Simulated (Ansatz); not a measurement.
# Al23VN24: the cost of one run

Method: DFT, PBE, plane-wave PAW, default files, scalar-relativistic, as far as a step names no other, in Ansatz 0.2.0.

The COD entry's cell or inner coordinates are ideal or old and differ from later refinements, so a difference from it is no clean test against experiment.

## Step 1: The system as given

It takes space group P1 (No. 1, triclinic). Conventional cell: a = 6.226 Å, b = 8.236 Å, c = 9.962 Å, α = 90.00°, β = 90.00°, γ = 100.89°. V (site symmetry 1) has 4 N at 1.89 Å in its first shell of neighbours. Around Al (site symmetry 1) lie 4 N at 1.89 Å. Only part of the 48 independent sites is listed.

As a file:

```
V Al N
1.0
     9.33900    0.00000    0.00000
    -3.11300    5.39187    0.00000
     0.00000    0.00000    9.96200
V Al N
1 23 24
Direct
  0.11111 0.33333 0.00000
  0.11111 0.33333 0.50000
  0.11111 0.83333 0.00000
  0.11111 0.83333 0.50000
  0.44444 0.33333 0.00000
  0.44444 0.33333 0.50000
  0.44444 0.83333 0.00000
  0.44444 0.83333 0.50000
  0.77778 0.33333 0.00000
  0.77778 0.33333 0.50000
  0.77778 0.83333 0.00000
  0.77778 0.83333 0.50000
  0.22222 0.16667 0.25000
  0.22222 0.16667 0.75000
  0.22222 0.66667 0.25000
  0.22222 0.66667 0.75000
  0.55556 0.16667 0.25000
  0.55556 0.16667 0.75000
  0.55556 0.66667 0.25000
  0.55556 0.66667 0.75000
  0.88889 0.16667 0.25000
  0.88889 0.16667 0.75000
  0.88889 0.66667 0.25000
  0.88889 0.66667 0.75000
  0.11111 0.33333 0.19000
  0.11111 0.33333 0.69000
  0.11111 0.83333 0.19000
  0.11111 0.83333 0.69000
  0.44444 0.33333 0.19000
  0.44444 0.33333 0.69000
  0.44444 0.83333 0.19000
  0.44444 0.83333 0.69000
  0.77778 0.33333 0.19000
  0.77778 0.33333 0.69000
  0.77778 0.83333 0.19000
  0.77778 0.83333 0.69000
  0.22222 0.16667 0.44000
  0.22222 0.16667 0.94000
  0.22222 0.66667 0.44000
  0.22222 0.66667 0.94000
  0.55556 0.16667 0.44000
  0.55556 0.16667 0.94000
  0.55556 0.66667 0.44000
  0.55556 0.66667 0.94000
  0.88889 0.16667 0.44000
  0.88889 0.16667 0.94000
  0.88889 0.66667 0.44000
  0.88889 0.66667 0.94000
```

Atom 1 of the input is the impurity.

## Step 2: Single point at the given positions

input.yaml reads:

```yaml
crystal:
  lattice:
    - [9.339, 0.0, 0.0]
    - [-3.113, 5.391874164, 0.0]
    - [0.0, 0.0, 9.962]
  atoms:
    - { symbol: V, position: [0.1111111111, 0.3333333334, 0.0], spin: 1.0 }
    - { symbol: Al, position: [0.1111111111, 0.3333333334, 0.5] }
    - { symbol: Al, position: [0.1111111111, 0.8333333334, 0.0] }
    - { symbol: Al, position: [0.1111111111, 0.8333333334, 0.5] }
    - { symbol: Al, position: [0.4444444444, 0.3333333334, 0.0] }
    - { symbol: Al, position: [0.4444444444, 0.3333333334, 0.5] }
    - { symbol: Al, position: [0.4444444444, 0.8333333334, 0.0] }
    - { symbol: Al, position: [0.4444444444, 0.8333333334, 0.5] }
    - { symbol: Al, position: [0.7777777778, 0.3333333334, 0.0] }
    - { symbol: Al, position: [0.7777777778, 0.3333333334, 0.5] }
    - { symbol: Al, position: [0.7777777778, 0.8333333334, 0.0] }
    - { symbol: Al, position: [0.7777777778, 0.8333333334, 0.5] }
    - { symbol: Al, position: [0.2222222222, 0.1666666666, 0.25] }
    - { symbol: Al, position: [0.2222222222, 0.1666666666, 0.75] }
    - { symbol: Al, position: [0.2222222222, 0.6666666666, 0.25] }
    - { symbol: Al, position: [0.2222222222, 0.6666666666, 0.75] }
    - { symbol: Al, position: [0.5555555556, 0.1666666666, 0.25] }
    - { symbol: Al, position: [0.5555555556, 0.1666666666, 0.75] }
    - { symbol: Al, position: [0.5555555556, 0.6666666666, 0.25] }
    - { symbol: Al, position: [0.5555555556, 0.6666666666, 0.75] }
    - { symbol: Al, position: [0.8888888889, 0.1666666666, 0.25] }
    - { symbol: Al, position: [0.8888888889, 0.1666666666, 0.75] }
    - { symbol: Al, position: [0.8888888889, 0.6666666666, 0.25] }
    - { symbol: Al, position: [0.8888888889, 0.6666666666, 0.75] }
    - { symbol: "N", position: [0.1111111111, 0.3333333334, 0.19] }
    - { symbol: "N", position: [0.1111111111, 0.3333333334, 0.69] }
    - { symbol: "N", position: [0.1111111111, 0.8333333334, 0.19] }
    - { symbol: "N", position: [0.1111111111, 0.8333333334, 0.69] }
    - { symbol: "N", position: [0.4444444444, 0.3333333334, 0.19] }
    - { symbol: "N", position: [0.4444444444, 0.3333333334, 0.69] }
    - { symbol: "N", position: [0.4444444444, 0.8333333334, 0.19] }
    - { symbol: "N", position: [0.4444444444, 0.8333333334, 0.69] }
    - { symbol: "N", position: [0.7777777778, 0.3333333334, 0.19] }
    - { symbol: "N", position: [0.7777777778, 0.3333333334, 0.69] }
    - { symbol: "N", position: [0.7777777778, 0.8333333334, 0.19] }
    - { symbol: "N", position: [0.7777777778, 0.8333333334, 0.69] }
    - { symbol: "N", position: [0.2222222222, 0.1666666666, 0.44] }
    - { symbol: "N", position: [0.2222222222, 0.1666666666, 0.94] }
    - { symbol: "N", position: [0.2222222222, 0.6666666666, 0.44] }
    - { symbol: "N", position: [0.2222222222, 0.6666666666, 0.94] }
    - { symbol: "N", position: [0.5555555556, 0.1666666666, 0.44] }
    - { symbol: "N", position: [0.5555555556, 0.1666666666, 0.94] }
    - { symbol: "N", position: [0.5555555556, 0.6666666666, 0.44] }
    - { symbol: "N", position: [0.5555555556, 0.6666666666, 0.94] }
    - { symbol: "N", position: [0.8888888889, 0.1666666666, 0.44] }
    - { symbol: "N", position: [0.8888888889, 0.1666666666, 0.94] }
    - { symbol: "N", position: [0.8888888889, 0.6666666666, 0.44] }
    - { symbol: "N", position: [0.8888888889, 0.6666666666, 0.94] }
magnetization:
  spin_polarized: true
total_charge: 1
kpoints:
  mp_grid: { grid: [3, 4, 2] }
scf:
  occupations: { method: fermi_dirac, width: 0.01 }
hamiltonian:
  xc: pbe
  pseudopotentials: { kind: paw }
output:
  forces: true
  stress: true
  populations: true
  efg:
    quadrupole_moments_barn: { V: -0.052, Al: 0.1466, "N": 0.02044 }
    contact_densities: true
```

Launch:

```bash
$ ansatz run input.yaml --threads 4 --pin off --max-ram 8192MiB --backend cpu --events-out ev --progress --plain --runs-dir out
```

What time and memory should one allow on 4 threads of Arm Neoverse V1, shared host?

About 3.7 min, with a peak of 2.7 GiB.
